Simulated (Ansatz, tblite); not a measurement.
**The cluster Sn₆+: one state, many levels**

The task here is to estimate one member of a computed series from the others.

Method: as each input shows; program: Ansatz 0.2.0, Gaussian basis.

Plan: GFN1-xTB, GFN2-xTB, PBE-D4/def2-TZVP, r2SCAN-D4/def2-TZVP, BHLYP-D4/def2-TZVP, revPBE-D4/def2-TZVP, PBE-D4/def2-SVP, PBE0-D4/def2-SVP, MP2/def2-TZVP.

2 further runs of the same task are left out: 2 set aside as unsound or not needed. Runs told in other sessions of the task aren't counted.

**The geometry**

The doublet was relaxed beforehand with r2SCAN-D4/def2-SVP. At that level it is the lowest of the isomers that a small search found.

6 atoms, charge 1, spin multiplicity 2.

Bond lengths: Sn1–Sn4 3.045 Å, Sn1–Sn6 3.047 Å, Sn2–Sn4 2.868 Å, Sn2–Sn5 2.905 Å, Sn2–Sn6 2.869 Å, Sn3–Sn4 2.869 Å, Sn3–Sn5 2.906 Å, Sn3–Sn6 2.867 Å. Angles: Sn4–Sn1–Sn6 92.2°, Sn4–Sn2–Sn5 76.0°, Sn4–Sn2–Sn6 99.9°, Sn5–Sn2–Sn6 76.1°, Sn4–Sn3–Sn5 76.0°, Sn4–Sn3–Sn6 99.9°, Sn5–Sn3–Sn6 76.1° and more.

Sn takes a core potential in the def2 sets. No spin-orbit coupling is included. The ion is computed in the gas phase, without counter-ions or solvent.

PBE0-D4/def2-TZVP was run before; its log isn't repeated, and its numbers join the tables.

The first run:

Tight binding, by tblite at 300 K electronic temperature and without a spin-polarisation term:

```python
tblite.interface.Calculator('GFN1-xTB', numbers, positions, charge=1, uhf=1).singlepoint()
```

Tight binding, by tblite at 300 K electronic temperature and without a spin-polarisation term:

```python
tblite.interface.Calculator('GFN2-xTB', numbers, positions, charge=1, uhf=1).singlepoint()
```

start.molden holds the orbitals of an earlier run on this state, given as this run's starting guess.

Input file in.yaml:

```yaml
crystal:
  periodic: [false, false, false]
  atoms:
    - {symbol: Sn, position_ang: [1.250480, -1.117963, 1.705549]}
    - {symbol: Sn, position_ang: [-0.028997, 1.612899, 0.775619]}
    - {symbol: Sn, position_ang: [-0.201025, -1.409651, -1.086396]}
    - {symbol: Sn, position_ang: [2.015284, 0.393390, -0.824651]}
    - {symbol: Sn, position_ang: [-1.312282, 1.180245, -1.794294]}
    - {symbol: Sn, position_ang: [-1.723461, -0.658920, 1.224173]}
basis:
  gaussian: {orbitals: def2-TZVP, initial_orbitals: start.molden}
total_charge: 1
magnetization: {spin_polarized: true, initial_magnetization: 1}
hamiltonian: {xc: pbe, dispersion: d4}
scf: {omitted_lower_state_checks: [starts]}
output: {forces: true, orbitals: {seedname: orbitals}}
```

Command:

```sh
ansatz run in.yaml --threads 4 --pin off --events-out ev --progress --plain --max-ram 6963MiB
```

Steps of the session up to this table: PBE-D4/def2-TZVP; r2SCAN-D4/def2-TZVP; BHLYP-D4/def2-TZVP; revPBE-D4/def2-TZVP; PBE-D4/def2-SVP; PBE0-D4/def2-SVP; MP2/def2-TZVP.

One table of the session follows, with a row left open; its other results are not shown here.

It belongs to the step «Levels side by side». 

| level | HOMO (eV) | LUMO (eV) | gap (eV) |
| --- | --- | --- | --- |
| PBE-D4/def2-SVP | -8.96 | -8.46 | 0.50 |
| PBE-D4/def2-TZVP | -8.89 | -8.39 | 0.50 |
| revPBE-D4/def2-TZVP | ? | ? | ? |
| r2SCAN-D4/def2-TZVP | -9.24 | -8.30 | 0.94 |
| PBE0-D4/def2-SVP | -9.79 | -7.92 | 1.87 |
| PBE0-D4/def2-TZVP | -9.70 | -7.82 | 1.87 |
| BHLYP-D4/def2-TZVP | -10.30 | -7.15 | 3.14 |

Estimate the missing values for revPBE-D4/def2-TZVP.

**Answer.** HOMO (eV): -8.83; LUMO (eV): -8.28; gap (eV): 0.55. In the column «HOMO (eV)» it is the highest.
